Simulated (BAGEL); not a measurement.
# GeSiH3ClO (SMILES [SiH3][O][Ge][Cl]): HF/3-21G (density fitting with cc-pvqz-jkfit)

What is the vertical singlet–triplet gap of GeSiH3ClO at HF/3-21G (density fitting with cc-pvqz-jkfit)? 

The results are computed with BAGEL 1.2.2.

1 further run of the same task is left out (set aside as unsound or not needed).

## 1. The molecule

GeSiH3ClO has 7 atoms, charge 0, and is taken as a singlet. SMILES: `[SiH3][O][Ge][Cl]`. The shape is that of a PBE0-D4/def2-TZVP optimisation. This is one conformer, not always the lowest.

Bond lengths: Si1–O2 1.655 Å, O2–Ge3 1.768 Å, Ge3–Cl4 2.210 Å, Si1–H5 1.484 Å, Si1–H6 1.484 Å, Si1–H7 1.484 Å. Angles: Si1–O2–Ge3 138.4°, O2–Ge3–Cl4 99.4°, O2–Si1–H5 107.2°, O2–Si1–H6 110.4°, O2–Si1–H7 110.5°, H5–Si1–H6 109.5°, H5–Si1–H7 109.5°, H6–Si1–H7 109.7°.

## 2. A single-point energy at HF/3-21G (density fitting with cc-pvqz-jkfit)

calc.json

```json
{ "bagel": [

{
  "title": "molecule",
  "basis": "3-21g",
  "df_basis": "cc-pvqz-jkfit",
  "angstrom": "true",
  "geometry": [
    { "atom": "Si", "xyz": [    0.184400,    0.664200,   -0.614200 ] },
    { "atom": "O", "xyz": [    0.434500,   -0.959500,   -0.413800 ] },
    { "atom": "Ge", "xyz": [    0.076600,   -2.215900,    0.776900 ] },
    { "atom": "Cl", "xyz": [   -0.991800,   -0.995100,    2.277600 ] },
    { "atom": "H", "xyz": [    0.795900,    1.045400,   -1.911300 ] },
    { "atom": "H", "xyz": [   -1.268900,    0.965100,   -0.643300 ] },
    { "atom": "H", "xyz": [    0.830700,    1.427800,    0.482400 ] }
  ]
},
{
  "title": "hf"
},
{
  "title": "print",
  "file": "orbitals.molden",
  "orbitals": "true"
}

]}
```

Run with:

```bash
BAGEL_NUM_THREADS=1 BAGEL calc.json > calc.out
```

The program printed:

```text
* using 1 threads per process

  ===============================================================
  ===============================================================

  *** Geometry ***

  { "atom" : "Si", "xyz" : [      0.348465,      1.255156,     -1.160670 ] },
  { "atom" : "O", "xyz" : [      0.821086,     -1.813192,     -0.781969 ] },
  { "atom" : "Ge", "xyz" : [      0.144753,     -4.187444,      1.468128 ] },
  { "atom" : "Cl", "xyz" : [     -1.874230,     -1.880466,      4.304040 ] },
  { "atom" : "H", "xyz" : [      1.504033,      1.975520,     -3.611834 ] },
  { "atom" : "H", "xyz" : [     -2.397873,      1.823775,     -1.215661 ] },
  { "atom" : "H", "xyz" : [      1.569795,      2.698151,      0.911604 ] },

  Number of auxiliary basis functions:      773

  Since a DF basis is specified, we compute 2- and 3-index integrals:
    o Being stored without compression. Storage requirement is 0.025 GB

  Number of basis functions:       63
  Number of electrons      :       74

    * METHOD: MOLECULE                             0.41

  *** RHF ***

  === Nuclear Repulsion ===
   416.5511977919

      * DIIS with orbital gradients will be used.

  === RHF iteration (3-21g) ===
      0      -2886.19976056          0.01997688           0.11
      1      -2886.28159546          0.01619100           0.10
      2      -2886.35117991          0.00109563           0.10
      3      -2886.35216557          0.00039578           0.11
      4      -2886.35232649          0.00009504           0.11
      5      -2886.35233995          0.00002678           0.10
      6      -2886.35234099          0.00000534           0.12
      7      -2886.35234102          0.00000188           0.12
      8      -2886.35234103          0.00000077           0.10
      9      -2886.35234103          0.00000023           0.10
     10      -2886.35234103          0.00000006           0.10
     11      -2886.35234103          0.00000002           0.10
     12      -2886.35234103          0.00000001           0.10
    * SCF iteration converged.

    * Permanent dipole moment:
           (   -0.472067,     0.509547,     0.674815) a.u.

    * METHOD: HF                                   1.55

    * METHOD: PRINT                                0.00

  ===============================================================
```

Wall time 2.2 s (1 thread of Intel Xeon 6975P-C (Granite Rapids), shared host); peak memory 0.15 GiB.

## 3. The triplet at the same level

Changes to calc.json since step 2:

```diff
@@ -18,3 +18,5 @@
 {
-  "title": "hf"
+  "title": "uhf",
+  "charge": 0,
+  "nopen": 2
 },
```

Run with:

```bash
BAGEL_NUM_THREADS=1 BAGEL calc.json > calc.out
```

The program printed:

```text
* using 1 threads per process

  ===============================================================
  ===============================================================

  *** Geometry ***

  { "atom" : "Si", "xyz" : [      0.348465,      1.255156,     -1.160670 ] },
  { "atom" : "O", "xyz" : [      0.821086,     -1.813192,     -0.781969 ] },
  { "atom" : "Ge", "xyz" : [      0.144753,     -4.187444,      1.468128 ] },
  { "atom" : "Cl", "xyz" : [     -1.874230,     -1.880466,      4.304040 ] },
  { "atom" : "H", "xyz" : [      1.504033,      1.975520,     -3.611834 ] },
  { "atom" : "H", "xyz" : [     -2.397873,      1.823775,     -1.215661 ] },
  { "atom" : "H", "xyz" : [      1.569795,      2.698151,      0.911604 ] },

  Number of auxiliary basis functions:      773

  Since a DF basis is specified, we compute 2- and 3-index integrals:
    o Being stored without compression. Storage requirement is 0.025 GB

  Number of basis functions:       63
  Number of electrons      :       74

    * METHOD: MOLECULE                             0.41

  *** Open-shell HF ***

  === Nuclear Repulsion ===
   416.5511977919

      * DIIS with orbital gradients will be used.

  === UHF iteration (3-21g) ===
      0      -2886.10610797          0.03661618           0.20
      1      -2886.20046988          0.02690987           0.20
      2      -2886.23030585          0.01903885           0.20
      3      -2886.25556735          0.00084790           0.20
      4      -2886.25602681          0.00036245           0.20
      5      -2886.25612179          0.00014790           0.20
      6      -2886.25615534          0.00005014           0.22
      7      -2886.25616274          0.00002188           0.20
      8      -2886.25616421          0.00001174           0.20
      9      -2886.25616459          0.00000625           0.20
     10      -2886.25616467          0.00000273           0.20
     11      -2886.25616469          0.00000098           0.19
     12      -2886.25616470          0.00000043           0.19
     13      -2886.25616470          0.00000025           0.20
     14      -2886.25616470          0.00000013           0.19
     15      -2886.25616470          0.00000008           0.19
     16      -2886.25616470          0.00000006           0.19
     17      -2886.25616470          0.00000003           0.19
     18      -2886.25616470          0.00000001           0.19
     19      -2886.25616470          0.00000001           0.20
    * SCF iteration converged.

    * S^2 (UHF) is 2.0056

    * Permanent dipole moment:
           (   -0.416869,     0.992892,     0.371470) a.u.

    * METHOD: UHF                                  4.16

    * METHOD: PRINT                                0.00

  ===============================================================
```

Run time: 5.1 s. Hardware: 1 thread of Intel Xeon 6975P-C (Granite Rapids), shared host; peak memory 0.15 GiB.

## 4. Outcome

At HF/3-21G (density fitting with cc-pvqz-jkfit):

```
                                        quantity           value
                           singlet: total energy  -2886.35234 Eh
                          singlet: dipole moment          2.46 D
                            singlet: HOMO energy       -10.46 eV
                            singlet: LUMO energy         0.39 eV
                          singlet: HOMO–LUMO gap        10.84 eV
                           triplet: total energy  -2886.25616 Eh
                          triplet: dipole moment          2.90 D
                                   triplet: ⟨S²⟩           2.006
vertical energy of the triplet above the singlet        2.617 eV
```

**Reading.** At this shape the triplet lies 2.62 eV (60 kcal/mol) above the singlet.
